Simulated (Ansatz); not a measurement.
# GeH2S, SMILES [SH][GeH]: the energy of protonation at one site

With the Python package of Ansatz (0.2.0).

Notebook, run cell by cell (the value of a cell's last expression is shown):

```python
import ansatz as az
import numpy as np
```

```python
geometry = (
    az.Crystal.molecule()
    .atom("S", [-0.5434, -1.1505, 0.5933])
    .atom("Ge", [-0.5614, 0.5903, -0.8496])
    .atom("H", [0.774, -1.2484, 0.5086])
    .atom("H", [0.3863, 1.7484, -0.2725])
)

job = geometry.calculation()
job = job.basis(gaussian="def2-SVP")
job = job.functional("PBE0")
symbols = [site.symbol for site in geometry.cartesian_sites]
start = np.array([site.position_ang for site in geometry.cartesian_sites], dtype=float)
report = job.relax(force_tolerance=0.01, max_steps=100).run().report
end = np.array(report["positions_ang"])
```

```python
# start the new hydrogen opposite the existing bonds
away = sum((end[0] - end[j]) / np.linalg.norm(end[0] - end[j]) for j in [1, 2]) + np.array([0.15, 0.1, -0.2])
proton = end[0] + 1.4 * away / np.linalg.norm(away)
acid = az.Crystal.molecule()
for symbol, place in zip(symbols, end):
    acid = acid.atom(symbol, place.tolist())
acid = acid.atom("H", proton.tolist())
protonated = (
    acid.calculation()
    .basis(gaussian="def2-SVP")
    .functional("PBE0")
    .charge(1)
    .relax(force_tolerance=0.01, max_steps=80)
)
after = protonated.run().report
xyz = np.array(after["positions_ang"])
reach = np.linalg.norm(xyz[:-1] - xyz[-1], axis=1)
print(f"base {report['free_energy_ev']:.5f} eV, protonated {after['free_energy_ev']:.5f} eV")
print(f"the proton ends {reach.min():.3f} A from {symbols[reach.argmin()]}{reach.argmin()}")
print(f"electronic proton affinity {23.060548 * (report['free_energy_ev'] - after['free_energy_ev']):.1f} kcal/mol")
```

    base -67364.64730 eV, protonated -67372.74404 eV
    the proton ends 1.357 A from S0
    electronic proton affinity 186.7 kcal/mol

Caveats:
- The settings weren't tested for convergence.
- The proton is put on one chosen atom, which needn't be the most basic site, so the molecule's proton affinity can be higher; the ends are stationary points, not checked by frequencies, and zero-point and thermal terms count only where printed.
- Run time: 31 s on 1 thread of Arm Neoverse V1, with other jobs on the host, peak memory 0.2 GiB.
